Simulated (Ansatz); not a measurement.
Ir3Rh, space group Pm-3m, a comparison of functionals at one structure

Program: Ansatz 0.2.0 through its Python package.

Run as a notebook:

In [1]:
```python
import ansatz as az
import numpy as np
```

In [2]:
```python
vectors = np.array([
    [3.840336, 0.0, 0.0],
    [0.0, 3.840336, 0.0],
    [0.0, 0.0, 3.840336],
])
ir3rh = (
    az.Lattice.of(vectors)
    .atom("Ir", [0.5, 0.0, 0.5])
    .atom("Ir", [0.0, 0.5, 0.5])
    .atom("Ir", [0.5, 0.5, 0.0])
    .atom("Rh", [0.0, 0.0, 0.0])
)
```

In [3]:
```python
[site.symbol for site in ir3rh.resolved().sites]
```
Out [3]:
```text
['Ir', 'Ir', 'Ir', 'Rh']
```

In [4]:
```python
job = ir3rh.calculation()
job = job.kpoints(mesh=(6, 6, 6))
job = job.occupations("fermi_dirac")
```

In [5]:
```python
rows = []
for value in ["pbesol", "lda", "blyp"]:
    data = job.functional(value).run(threads=1, backend="cpu").report
    rows.append((value, data["free_energy_ev"] / len(data["lattice"]["sites"]), data["n_iterations"], data["n_kpoints"]))
```
```text
DeckWarning: basis.ecutwfc = 420 eV, auto-derived from the records' recommended cutoffs: set by Ir (normal level)
```

In [6]:
```python
print("  functional   F/atom (eV)    iterations      k-points")
for row in rows:
    print(f"{str(row[0]):>12s}  {row[1]:12.5f}  {row[2]:12d}  {row[3]:12d}")
```
```text
  functional   F/atom (eV)    iterations      k-points
      pbesol  -10433.99700             6            20
         lda  -10317.22981             6            20
        blyp  -10574.79843             6            20
```

No spin polarisation was allowed. BLYP can be off by several per cent in the lattices of metals, and by several GPa in the pressure at a fixed cell. The mesh is modest for a metal, so energies can be off by several to tens of meV an atom and pressures by half a GPa or more; differences at equal mesh fare better. Spin-orbit coupling, which matters for elements this heavy, is left out. The structure comes from a database of computed cells and needn't be a stable or known phase. Warnings are shown shortened and without file and line. Total energies of different functionals can't be compared; pressures, moments and gaps at this one structure can. The whole script took 5.8 s on 1 thread of Arm Neoverse V2, with other jobs on the host, peak memory 0.41 GiB.

(Lines on the test bed's own set-up are left out of the output.)
